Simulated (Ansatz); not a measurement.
# CaAl4O: the cost of one run

Method: DFT PBE, scalar-relativistic, plane waves, PAW, in Ansatz 0.2.0.

**1. The system as given**

Symmetry: Cmmm, No. 65, orthorhombic system. The conventional cell has a = 5.241 Å, b = 8.814 Å, c = 4.214 Å, α = 90.00°, β = 90.00°, γ = 90.00°. Ca (site symmetry mmm) has 14 Al at 2.92 to 3.32 Å in its first shell of neighbours. Al (site symmetry m2m) is surrounded by 2 O at 2.58 Å and 7 Al at 2.58 to 2.99 Å and 3 Ca at 2.92 to 3.01 Å. Around Al (site symmetry 2/m) lie 2 O at 2.56 Å and 6 Al at 2.58 to 2.62 Å. O (site symmetry mmm) has 8 Al at 2.56 to 2.58 Å in its first shell of neighbours.

Structure file:

```
CELL_PARAMETERS angstrom
2.62043 -4.40716 0.00000
2.62043 4.40716 0.00000
0.00000 0.00000 4.21360
ATOMIC_POSITIONS crystal
Ca 0.00000 0.00000 0.00000
Al 0.66849 0.33151 0.00000
Al 0.33151 0.66849 0.00000
Al 0.50000 0.00000 0.50000
Al 0.00000 0.50000 0.50000
O 0.50000 0.50000 0.50000
```

Recipe of the guess: species swapped into a database cell of HoAlNi4 (Cmmm, No. 65), with Ca on the Ho sites, O on the Al sites and Al on the Ni sites. Its size is a rough estimate.

**2. Probe: one point on a coarse mesh**

input.yaml reads:

```yaml
crystal:
  lattice:
    - [2.62043134, -4.40716085, 0.0]
    - [2.62043134, 4.40716085, 0.0]
    - [0.0, 0.0, 4.21359595]
  atoms:
    - { symbol: Ca, position: [0.0, 0.0, 0.0] }
    - { symbol: Al, position: [0.66848665, 0.33151335, 0.0] }
    - { symbol: Al, position: [0.33151335, 0.66848665, 0.0] }
    - { symbol: Al, position: [0.5, 0.0, 0.5] }
    - { symbol: Al, position: [0.0, 0.5, 0.5] }
    - { symbol: O, position: [0.5, 0.5, 0.5] }
basis:
  ecutwfc: 420
kpoints:
  mp_grid: { grid: [4, 4, 4] }
hamiltonian:
  xc: pbe
scf:
  occupations: { method: gaussian, width: 0.1 }
  lower_state_search: "off"
output:
  forces: true
  stress: true
  eigenvalues: true
```

Command:

```console
> ansatz run input.yaml --threads 1 --pin off --max-ram 2560MiB --backend cpu --events-out ev --progress --plain --runs-dir out
```

What time and memory should one allow on 1 thread of Intel Xeon at 2.50GHz (Skylake/Cascade Lake), shared host?

About 6.2 s, with a peak of 0.37 GiB.
